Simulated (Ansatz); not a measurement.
# RuO+ (doublet): the correlation ladder, def2-TZVPP

One table from this session's results is given with a row withheld; the runs are named, their logs left out.

Program: Ansatz 0.2.0, Gaussian basis. Level of theory: def2-TZVPP, core rule «outside noble gas», up to 5 orbitals frozen. These are calculated values, not measurements.

The runs, in order: UHF; ROHF; CCSD(T) on UHF.

## What is computed

The geometry is a PBE0/def2-TZVP stationary point (not a proven minimum). No spin-orbit coupling is included. Elements past krypton take def2 core potentials.

2 atoms, charge 1, spin multiplicity 2.

Atoms are counted from 1 here; the program's logs count them from 0.

Bond lengths: Ru1–O2 1.595 Å.

The first run:

in.yaml

```yaml
crystal:
  periodic: [false, false, false]
  atoms:
    - {symbol: Ru, position_ang: [0.000000, 0.000000, 0.000000]}
    - {symbol: O, position_ang: [0.000000, 0.000000, 1.595400]}
basis:
  gaussian: {orbitals: def2-TZVPP}
total_charge: 1
magnetization: {spin_polarized: true, initial_magnetization: 1}
hamiltonian: {xc: hf}
output: {orbitals: {seedname: orbitals}}
```

Command:

```sh
$ ansatz run in.yaml --threads 1 --pin off --events-out ev --progress --plain --max-ram 4096MiB --backend cpu
```

Among the steps run: UHF; ROHF; CCSD(T) on UHF.

One table of the session follows, with a row left open; its other results are not shown here.

It belongs to the step «Misses and costs». 

```
  method  from UCCSD(T) (meV)
    ROHF             +14388.1
    UMP2                    ?
   UCCSD               +847.2
UCCSD(T)                    0
```

**Question.** Estimate the row for UMP2.

As computed: from UCCSD(T) (meV): +1527.4. In the column «from UCCSD(T) (meV)» it lies between UCCSD (+847.2) and ROHF (+14388.1).

Left out of the table: UHF (another determinant or state than the rows shown).

The program flags UCCSD(T) as in doubt (see the logs), so the zero of the table is itself unsure.

To keep in mind: The determinant is far from a pure spin state, so its energy mixes those of several spin states (harmless only where they are near-degenerate, as at dissociation). The program flags UCCSD(T) as in doubt, so the zero of the table is itself unsure. Warnings: spin contamination; coupled cluster took another determinant than the lowest.
